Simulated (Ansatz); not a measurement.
Geometry optimisation, DFT LDA, scalar-relativistic, plane waves, PAW (Ansatz 0.2.0).

Input:

```yaml
accuracy: low
crystal:
  lattice:
    - [5.8006, 0.0, 0.0]
    - [-2.9003, 5.023467, 0.0]
    - [0.0, 0.0, 17.24665]
  atoms:
    - { symbol: W, position: [0.0, 0.0, 0.0579823] }
    - { symbol: C, position: [0.3333333, 0.1666667, 0.1400591] }
    - { symbol: W, position: [0.0, 0.0, 0.2221359] }
    - { symbol: C, position: [0.3333333, 0.1666667, 0.3042127] }
    - { symbol: W, position: [0.0, 0.5, 0.0579823] }
    - { symbol: C, position: [0.3333333, 0.6666667, 0.1400591] }
    - { symbol: W, position: [0.0, 0.5, 0.2221359] }
    - { symbol: C, position: [0.3333333, 0.6666667, 0.3042127] }
    - { symbol: W, position: [0.5, 0.0, 0.0579823] }
    - { symbol: C, position: [0.8333333, 0.1666667, 0.1400591] }
    - { symbol: W, position: [0.5, 0.0, 0.2221359] }
    - { symbol: C, position: [0.8333333, 0.1666667, 0.3042127] }
    - { symbol: W, position: [0.5, 0.5, 0.0579823] }
    - { symbol: C, position: [0.8333333, 0.6666667, 0.1400591] }
    - { symbol: W, position: [0.5, 0.5, 0.2221359] }
    - { symbol: C, position: [0.8333333, 0.6666667, 0.3042127] }
    - { symbol: W, position: [0.0910426, 0.9060464, 0.5036717] }
    - { symbol: F, position: [0.0910426, 0.9060464, 0.3975642] }
    - { symbol: F, position: [0.3358813, 1.2620702, 0.5036717] }
    - { symbol: F, position: [-0.1787006, 0.9832113, 0.5036717] }
    - { symbol: F, position: [-0.153796, 0.5500226, 0.5036717] }
    - { symbol: F, position: [0.3607859, 0.8288815, 0.5036717] }
    - { symbol: F, position: [0.0910426, 0.9060464, 0.6097793] }
basis:
  ecutwfc: 420.0
kpoints:
  mp_grid: { grid: [3, 3, 1] }
hamiltonian:
  xc: lda
  pseudopotentials: { kind: paw, azcp: { folder: soft_1 } }
scf:
  occupations: { method: fermi_dirac, width: 0.15 }
  lower_state_search: "off"
relax:
  f_tol: 0.08
  max_steps: 25
  adjacent_minimum: "off"
  constraints: [{ sites: [0, 4, 8, 12] }]
```

Command:

```bash
$ ansatz run input.yaml --threads 4 --pin off --max-ram 10240MiB --backend cpu --events-out ev --progress --plain --runs-dir out
```

Q: Where does it end, and by what steps?

A: The forces met the threshold. The force dipped under the threshold on the way, but the program's further checks kept it going. Limits of this set-up: coarse k mesh, thin slab, slab without dipole correction, no dispersion correction for a molecule that may bind weakly, PAW files made for another functional, low accuracy level. After 12 steps the energy has fallen by 4.761 eV; F22 moved furthest, 1.09 Å.

| step | energy less start (eV) | largest force component (eV/Å) | accepted |
| --- | --- | --- | --- |
| 0 | 0.0000 | 5.397 | yes |
| 1 | -3.8319 | 2.008 | yes |
| 2 | -4.5521 | 0.270 | yes |
| 3 | -4.6309 | 0.226 | yes |
| 4 | -4.6631 | 0.070 | yes |
| 5 | -4.6846 | 0.233 | yes |
| 6 | -4.7004 | 0.381 | yes |
| 7 | -4.7279 | 0.127 | yes |
| 8 | -4.7434 | 0.040 | yes |
| 9 | -4.7479 | 0.275 | yes |
| 10 | -4.7563 | 0.032 | yes |
| 11 | -4.7563 | 0.032 | yes |
| 12 | -4.7607 | 0.051 | yes |

```xyz
23
Lattice="5.8006 0.0000 0.0000 -2.9003 5.0235 0.0000 0.0000 0.0000 17.2466" Properties=species:S:1:pos:R:3
W 0.000 0.000 1.000
C 1.451 0.838 2.294
W 0.001 0.000 3.815
C 1.453 0.837 4.898
W -1.450 2.512 1.000
C 0.001 3.349 2.294
W -1.449 2.512 3.814
C 0.002 3.350 4.896
W 2.900 0.000 1.000
C 4.351 0.838 2.295
W 2.902 0.001 3.812
C 4.351 0.837 4.900
W 1.450 2.512 1.000
C 2.901 3.349 2.295
W 1.453 2.512 3.814
C 2.902 3.350 4.902
W -2.084 4.418 8.852
F -1.193 4.280 7.258
F -2.013 6.248 8.744
F -3.685 4.427 7.960
F -2.156 2.590 8.968
F -0.475 4.413 9.735
F -2.962 4.551 10.457
```

Whether the end is a true minimum wasn't checked by a vibrational analysis.

The run took 100 s on 4 threads of Arm Neoverse V2, with other jobs on the host, peak memory 1.4 GiB.
